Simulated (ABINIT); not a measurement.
# InTe2 (P6/mmm) in ABINIT: single point with BLYP

Aim: the single point of InTe2 with BLYP.

All numbers are computed with ABINIT 10.8.3 (patched build); they aren't measurements. Logs are shortened: lines on timing, memory, paths and dates and some standing lists are left out, and cuts for length are marked. The log counts tension as positive stress, the text compression.

### 1 The crystal as given

The structure is hexagonal, space group P6/mmm (No. 191). The conventional cell has a = 5.225 Å, b = 5.225 Å, c = 3.686 Å, α = 90.00°, β = 90.00°, γ = 120.00°. In (site symmetry 6/mmm) is surrounded by 12 Te at 3.54 Å and 2 In at 3.69 Å. Around Te (site symmetry -6m2) lie 3 Te at 3.02 Å.

The cell was built by a generator and needn't be a form met in nature.

### 2 Single point, BLYP, spin-orbit coupling, no magnetisation

Contents of run.abi:

```
# Pseudopotentials
pp_dirpath "./"
pseudos "In.upf, Te.upf"

# Structure
acell 5.22536494 5.2253649382 3.68612624 Angstrom
rprim
     1.0000000000     0.0000000000     0.0000000000
    -0.5000000002     0.8660254037     0.0000000000
     0.0000000000     0.0000000000     1.0000000000
ntypat 2
znucl 49 52
natom 3
typat 1 2 2
xred
     0.0000000000     0.0000000000     0.0000000000
     0.6666666700     0.3333333300     0.5000000000
     0.3333333300     0.6666666700     0.5000000000

# Plane-wave basis
ecut 40.0

# k points
kptopt 1
ngkpt 4 4 5
nshiftk 1
shiftk 0.0 0.0 0.0

# Exchange and correlation
ixc -106131

# Bands and occupations
nband 54
occopt 3
tsmear 0.05 eV

# Spin
nspinor 2
nspden 1
so_psp 2*1

# SCF cycle
nstep 100
tolvrs 1.0e-10

# Output
iomode 3
prtwf 0
prteig 0
prtebands 0
enunit 1
prtvol 2
prtden 1
prtvha 1
prtvclmb 1
prtpot 1
```

Potentials or basis: PseudoDojo NC FR PBE v0.4 standard.

On the command line:

```console
$ mpirun --bind-to none -np 4 abinit run.abi > log 2>&1
```

run.abo:

```text
.Version 10.8.3 of ABINIT
 Symmetries : space group P6/m m m (#191); Bravais hP (primitive hexag.)
================================================================================
 Values of the parameters that define the memory need of the present run
     intxc =       0    ionmov =       0      iscf =       7    lmnmax =      15
     lnmax =      15     mgfft =      60  mpssoang =       5    mqgrid =    3001
     natom =       3  nloc_mem =       1    nspden =       1   nspinor =       2
    nsppol =       1      nsym =      24    n1xccc =    2501    ntypat =       2
    occopt =       3   xclevel =       2
       mpw =        7120          nfft =      144000          nkpt =          12
================================================================================
================================================================================

--------------------------------------------------------------------------------
------------- Echo of variables that govern the present computation ------------
--------------------------------------------------------------------------------
 -outvars: echo values of preprocessed input variables --------
            acell      9.8745086445E+00  9.8745086411E+00  6.9657690591E+00 Bohr
              amu      1.14820000E+02  1.27600000E+02
             ecut      4.00000000E+01 Hartree
           enunit           1
              ixc     -106131
         kptrlatt        4    0    0      0    4    0      0    0    5
          kptrlen      3.48288453E+01
            natom           3
            nband          54
            ngfft          60      60      40
             nkpt          12
          nspinor           2
            nstep         100
             nsym          24
           ntypat           2
           occopt           3
        prtebands           0
           prteig           0
           prtpot           1
         prtvclmb           1
           prtvha           1
           prtvol           2
            prtwf           0
            rprim      1.0000000000E+00  0.0000000000E+00  0.0000000000E+00
                      -5.0000000020E-01  8.6602540370E-01  0.0000000000E+00
                       0.0000000000E+00  0.0000000000E+00  1.0000000000E+00
          spgroup         191
           tolvrs      1.00000000E-10
           tsmear      1.83746611E-03 Hartree
            typat      1  2  2
           xangst      0.0000000000E+00  0.0000000000E+00  0.0000000000E+00
                       2.6126824700E+00  1.5084329267E+00  1.8430631200E+00
                      -9.6714857434E-11  3.0168658534E+00  1.8430631200E+00
            xcart      0.0000000000E+00  0.0000000000E+00  0.0000000000E+00
                       4.9372543222E+00  2.8505251108E+00  3.4828845296E+00
                      -1.8276459286E-10  5.7010502215E+00  3.4828845296E+00
             xred      0.0000000000E+00  0.0000000000E+00  0.0000000000E+00
                       6.6666666667E-01  3.3333333333E-01  5.0000000000E-01
                       3.3333333333E-01  6.6666666667E-01  5.0000000000E-01
            znucl       49.00000   52.00000

================================================================================

 chkinp: Checking input parameters for consistency.

================================================================================
== DATASET  1 ==================================================================

--- !DatasetInfo
iteration_state: {dtset: 1, }
dimensions: {natom: 3, nkpt: 12, mband: 54, nsppol: 1, nspinor: 2, nspden: 1, mpw: 7120, }
cutoff_energies: {ecut:  40.0, pawecutdg:  -1.0, }
electrons: {nelect:   4.50000000E+01, charge:   0.00000000E+00, occopt:   3.00000000E+00, tsmear:   1.83746611E-03, }
meta: {optdriver: 0, ionmov: 0, optcell: 0, iscf: 7, paral_kgb: 0, }
...

 Real(R)+Recip(G) space primitive vectors, cartesian coordinates (Bohr,Bohr^-1):
 R(1)=  9.8745086  0.0000000  0.0000000  G(1)=  0.1012709  0.0584688  0.0000000
 R(2)= -4.9372543  8.5515753  0.0000000  G(2)=  0.0000000  0.1169375  0.0000000
 R(3)=  0.0000000  0.0000000  6.9657691  G(3)=  0.0000000  0.0000000  0.1435592
 Unit cell volume ucvol=  5.8820768E+02 bohr^3
 Angles (23,13,12)=  9.00000000E+01  9.00000000E+01  1.20000000E+02 degrees

[... 180 lines left out ...]
  3.47E-17 3.38E-17 3.63E-17 3.87E-17 1.28E-16 1.31E-16 9.83E-17 9.91E-17
  2.03E-16 2.08E-16 5.51E-17 5.67E-17 8.16E-17 7.94E-17 1.35E-15 1.45E-15
  1.14E-15 5.86E-16 2.10E-15 2.14E-15 1.85E-15 1.89E-15 3.17E-15 2.79E-15
  7.26E-15 7.89E-15 1.30E-15 1.38E-15 4.32E-15 5.55E-15 3.32E-14 4.27E-14
  3.51E-15 3.91E-14 4.38E-14 5.77E-14 3.00E-14 3.35E-14
 reduced coordinates (array xred) for    3 atoms
       0.000000000000      0.000000000000      0.000000000000
       0.666666666667      0.333333333333      0.500000000000
       0.333333333333      0.666666666667      0.500000000000
 rms dE/dt=  3.6330E-26; max dE/dt=  6.8932E-26; dE/dt below (all hartree)
    1       0.000000000000      0.000000000000      0.000000000000
    2       0.000000000000     -0.000000000000      0.000000000000
    3      -0.000000000000      0.000000000000      0.000000000000

 cartesian coordinates (angstrom) at end:
    1      0.00000000000000     0.00000000000000     0.00000000000000
    2      2.61268246995164     1.50843292669483     1.84306312000000
    3     -0.00000000009671     3.01686585338965     1.84306312000000

 cartesian forces (hartree/bohr) at end:
    1     -0.00000000000000    -0.00000000000000    -0.00000000000000
    2     -0.00000000000000     0.00000000000000    -0.00000000000000
    3      0.00000000000000    -0.00000000000000    -0.00000000000000
 frms,max,avg= 3.2907686E-27 6.0455280E-27   0.000E+00  0.000E+00  0.000E+00 h/b

 cartesian forces (eV/Angstrom) at end:
    1     -0.00000000000000    -0.00000000000000    -0.00000000000000
    2     -0.00000000000000     0.00000000000000    -0.00000000000000
    3      0.00000000000000    -0.00000000000000    -0.00000000000000
 frms,max,avg= 1.6921813E-25 3.1087355E-25   0.000E+00  0.000E+00  0.000E+00 e/A
 length scales=  9.874508644521  9.874508641119  6.965769059122 bohr
              =  5.225364940000  5.225364938200  3.686126240000 angstroms
 Fermi (or HOMO) energy (eV) =   6.29579   Average Vxc (eV)=  -9.78290
 Eigenvalues (   eV  ) for nkpt=  12  k points:
 kpt#   1, nband= 54, wtk=  0.01250, kpt=  0.0000  0.0000  0.0000 (reduced coord)
 -31.54328  -31.54328  -31.51518  -31.51518  -31.43157  -31.43157  -31.42649  -31.42649
 -30.11216  -30.11216  -30.06914  -30.06914  -30.00578  -30.00578  -29.99446  -29.99446
 -29.97294  -29.97294  -29.95120  -29.95120   -8.56896   -8.56896   -8.55913   -8.55913
  -7.73200   -7.73200   -7.71500   -7.71500   -7.68530   -7.68530   -7.01860   -7.01860
  -3.07885   -3.07885    1.78795    1.78795    2.27508    2.27508    2.29574    2.29574
   4.04754    4.04754    4.52402    4.52402    5.13449    5.13449    8.23884    8.23884
  10.71762   10.71762   11.95941   11.95941   12.93390   12.93393
 kpt#   2, nband= 54, wtk=  0.07500, kpt=  0.2500  0.0000  0.0000 (reduced coord)
 -31.54013  -31.54013  -31.51926  -31.51926  -31.43066  -31.43066  -31.42693  -31.42693
 -30.10789  -30.10789  -30.07632  -30.07632  -30.00342  -30.00342  -29.99490  -29.99490
 -29.96916  -29.96916  -29.95326  -29.95326   -8.56877   -8.56877   -8.56017   -8.56017
  -7.73125   -7.73125   -7.71770   -7.71770   -7.68623   -7.68623   -6.66554   -6.66554
  -3.88117   -3.88117    0.91626    0.91626    1.39551    1.39551    3.34503    3.34503
   5.25300    5.25300    5.85351    5.85351    6.61753    6.61753    7.73108    7.73108
  10.17089   10.17089   11.33113   11.33113   11.52129   11.52129
 kpt#   3, nband= 54, wtk=  0.03750, kpt=  0.5000  0.0000  0.0000 (reduced coord)
[... 64 lines left out ...]
 -31.53501  -31.53501  -31.52574  -31.52574  -31.42728  -31.42728  -31.42568  -31.42568
 -30.10025  -30.10025  -30.08632  -30.08632  -30.00195  -30.00195  -29.99860  -29.99860
 -29.95867  -29.95867  -29.95150  -29.95150   -8.56713   -8.56713   -8.55823   -8.55823
  -7.75011   -7.75011   -7.70233   -7.70233   -7.68234   -7.68234   -5.27821   -5.27821
  -4.28168   -4.28168    1.58973    1.58973    1.89431    1.89431    2.08955    2.08955
   3.05975    3.05975    4.70186    4.70186    7.27489    7.27489    7.75762    7.75762
   8.17477    8.17477    8.71109    8.71109   11.40370   11.40370
 kpt#  12, nband= 54, wtk=  0.15000, kpt=  0.2500  0.2500  0.4000 (reduced coord)
 -31.53501  -31.53501  -31.52574  -31.52574  -31.42732  -31.42732  -31.42563  -31.42563
 -30.10024  -30.10024  -30.08631  -30.08631  -30.00280  -30.00280  -29.99768  -29.99768
 -29.95887  -29.95887  -29.95138  -29.95138   -8.56513   -8.56513   -8.55985   -8.55985
  -7.74831   -7.74831   -7.70261   -7.70261   -7.68340   -7.68340   -5.31723   -5.31723
  -4.20860   -4.20860    0.87026    0.87026    1.80829    1.80829    3.22554    3.22554
   3.49630    3.49630    4.35303    4.35303    5.67918    5.67918    8.42056    8.42056
   8.79001    8.79001    9.34766    9.34766   10.15504   10.15504
 Total charge density [el/Bohr^3]
)     Maximum=    1.5814E+00  at reduced coord.    0.4167    0.7167    0.5250
)Next maximum=    1.5814E+00  at reduced coord.    0.3000    0.7167    0.5250
)     Minimum=    9.4693E-05  at reduced coord.    0.6667    0.3333    0.5000
)Next minimum=    9.4693E-05  at reduced coord.    0.3333    0.6667    0.5000
   Integrated=    4.5000E+01

--- !EnergyTerms
iteration_state     : {dtset: 1, }
comment             : Components of total free energy in Hartree
kinetic             :  1.55442030776775E+02
hartree             :  6.34287156085173E+01
xc                  : -6.86662827698019E+01
Ewald energy        : -1.67193817781670E+02
psp_core            :  7.55710703301208E+00
local_psp           : -1.92716346011225E+02
non_local_psp       : -7.33065605572059E+01
internal            : -2.75455153701598E+02
'-kT*entropy'       : -7.94473408282391E-04
total_energy        : -2.75455948175006E+02
total_energy_eV     : -7.49553819954302E+03
band_energy         : -2.48213626177961E+01
...

 Cartesian components of stress tensor (hartree/bohr^3)
  sigma(1 1)= -3.21773701E-04  sigma(3 2)=  0.00000000E+00
  sigma(2 2)= -3.21773690E-04  sigma(3 1)=  0.00000000E+00
  sigma(3 3)= -2.47623162E-04  sigma(2 1)=  4.01559320E-13

-Cartesian components of stress tensor (GPa)         [Pressure=  8.7397E+00 GPa]
- sigma(1 1)= -9.46690912E+00  sigma(3 2)=  0.00000000E+00
- sigma(2 2)= -9.46690880E+00  sigma(3 1)=  0.00000000E+00
- sigma(3 3)= -7.28532496E+00  sigma(2 1)=  1.18142831E-08

== END DATASET(S) ==============================================================
================================================================================

 -outvars: echo values of variables after computation  --------
            acell      9.8745086445E+00  9.8745086411E+00  6.9657690591E+00 Bohr
           etotal     -2.7545594818E+02
            fcart     -0.0000000000E+00 -0.0000000000E+00 -0.0000000000E+00
                      -3.4903872281E-27  6.0455280197E-27 -0.0000000000E+00
                       3.4903872281E-27 -6.0455280197E-27 -0.0000000000E+00
            rprim      1.0000000000E+00  0.0000000000E+00  0.0000000000E+00
                      -5.0000000020E-01  8.6602540370E-01  0.0000000000E+00
                       0.0000000000E+00  0.0000000000E+00  1.0000000000E+00
           strten     -3.2177370082E-04 -3.2177368974E-04 -2.4762316216E-04
                       0.0000000000E+00  0.0000000000E+00  4.0155931995E-13
           xangst      0.0000000000E+00  0.0000000000E+00  0.0000000000E+00
                       2.6126824700E+00  1.5084329267E+00  1.8430631200E+00
                      -9.6714857434E-11  3.0168658534E+00  1.8430631200E+00
             xred      0.0000000000E+00  0.0000000000E+00  0.0000000000E+00
                       6.6666666667E-01  3.3333333333E-01  5.0000000000E-01
                       3.3333333333E-01  6.6666666667E-01  5.0000000000E-01
 Calculation completed.
```

Wall time 2.2 min (4 MPI ranks of Arm Neoverse V2, shared host); peak memory 0.52 GiB.

Results:

* Free energy: -7495.5382 eV
* Pressure: 8.7 GPa
* Band gap on the k mesh: none (metal or under the smearing width)
* Valence electrons inside the program's atomic spheres: In 9.91; Te 11.94

Caveat: the potentials were made for another functional, which shifts forces and pressure.
